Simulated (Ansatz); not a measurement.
**CS (carbon monosulfide) at HF/cc-pVTZ**

What is the electronic atomisation energy of CS (carbon monosulfide) at HF/cc-pVTZ? 

The results are computed with Ansatz 0.2.0.

31 further runs of the same task are left out: 31 set aside as unsound or not needed.

**1. The structure to begin with**

CS: 2 atoms, total charge 0, spin state singlet. SMILES: `[C-]#[S+]`. Geometry: the measured bond length.

Bond lengths: C1–S2 1.535 Å.

**2. The energy at HF/cc-pVTZ**

job.yaml

```yaml
basis:
  gaussian:
    orbitals: cc-pVTZ
crystal:
  periodic: [false, false, false]
  atoms:
    - {symbol: C, position_ang: [0.000000, 0.000000, 0.000000]}
    - {symbol: S, position_ang: [0.000000, 0.000000, 1.534941]}
hamiltonian:
  xc: hf
accuracy: high
output:
  orbitals: {seedname: orbitals}
```

Launch:

```
$ ansatz run job.yaml --threads 1 --pin off --max-ram 3480MiB --events-out events.jsonl --progress --plain --runs-dir runs
```

The log of the run:

```text
Warning: RAYON_NUM_THREADS=1 ignored (pool sized by the plan → 1); use --threads N
Functional definition: HF
  name "HF"
  exchange = exact_x
  correlation = 0
891 factors; integrals over basis functions are off by at most 3.5e-9 eV
mean field evaluation 1: about -11846.1987 eV, gradient 8.3e0 eV
mean field evaluation 2: about -11846.2128 eV, gradient 8.3e0 eV
mean field evaluation 4: about -11846.5374 eV, gradient 1.6e0 eV
mean field evaluation 8: about -11846.5501 eV, gradient 2.0e-4 eV
mean field evaluation 16: about -11846.5501 eV, gradient 2.6e-8 eV
mean field -11846.55012361 eV, -435.3526871627 hartree, gradient 2.6e-8 eV, S^2 0.000000; 0 other end points of the search recorded, 0 dependent functions left out
reference -11846.55012361 eV, -435.3526871627 hartree; 11, 11 occupied and 53, 53 virtual orbitals, 891 factors
Total energy: -11846.55012361 eV, -435.3526871627 hartree
```

It took 0.58 s on 1 thread of Arm Neoverse V1, shared host; peak memory 0.096 GiB.

**3. The C atom, same level**

input.yaml

```yaml
crystal:
  periodic: [false, false, false]
  atoms:
    - {symbol: C, position_ang: [0.000000, 0.000000, 0.000000]}
basis:
  gaussian: {orbitals: cc-pVTZ}
magnetization: {spin_polarized: true, initial_magnetization: 2}
hamiltonian: {xc: hf}
accuracy: high
```

Launch:

```
$ ansatz run input.yaml --threads 1 --pin off --max-ram 3480MiB --events-out events.jsonl --progress --plain --runs-dir runs
```

The log of the run:

```text
Warning: RAYON_NUM_THREADS=1 ignored (pool sized by the plan → 1); use --threads N
[... 4 set-up lines as earlier in the session ...]
301 factors; integrals over basis functions are off by at most 2.3e-9 eV
mean field evaluation 1: about -1025.3011 eV, gradient 6.4e0 eV
mean field evaluation 2: about -1025.3014 eV, gradient 6.4e0 eV
mean field evaluation 4: about -1025.6387 eV, gradient 3.1e-1 eV
mean field evaluation 8: about -1025.6398 eV, gradient 1.2e-4 eV
mean field evaluation 16: about -1025.6398 eV, gradient 4.0e-3 eV
mean field evaluation 32: about -1025.6398 eV, gradient 7.4e-8 eV
mean field -1025.63984698 eV, -37.6915691727 hartree, gradient 7.4e-8 eV, S^2 2.009037; 0 other end points of the search recorded, 0 dependent functions left out
reference -1025.63984698 eV, -37.6915691727 hartree; 4, 2 occupied and 26, 28 virtual orbitals, 301 factors
Total energy: -1025.63984698 eV, -37.6915691727 hartree
```

It took 0.1 s on 1 thread of Arm Neoverse V1, shared host.

**4. The S atom, same level**

in.yaml

```yaml
crystal:
  periodic: [false, false, false]
  atoms:
    - symbol: S
      position_ang: [0.000000, 0.000000, 0.000000]
basis:
  gaussian: {orbitals: cc-pVTZ}
total_charge: 0
magnetization: {spin_polarized: true, initial_magnetization: 2}
hamiltonian: {xc: hf}
accuracy: high
```

Run the same way, it converges to -397.50927 Eh (log not shown).

**5. Results**

Level: HF/cc-pVTZ.

| quantity | value |
| --- | --- |
| molecule: total energy | -435.35269 Eh |
| molecule: HOMO energy | -12.57 eV |
| molecule: LUMO energy | 1.67 eV |
| molecule: HOMO–LUMO gap | 14.24 eV |
| C atom: total energy | -37.69157 Eh |
| C atom: ⟨S²⟩ | 2.009 |
| S atom: total energy | -397.50927 Eh |
| S atom: ⟨S²⟩ | 2.012 |
| electronic atomisation energy | 4.132 eV |

What this shows: Taking the molecule apart into free atoms costs 4.13 eV (95 kcal/mol), before zero-point energy and without spin-orbit coupling. Hartree–Fock lacks the correlation of the bonding pairs, which as a rule makes this value much too low; in minimal bases other errors can mask that.
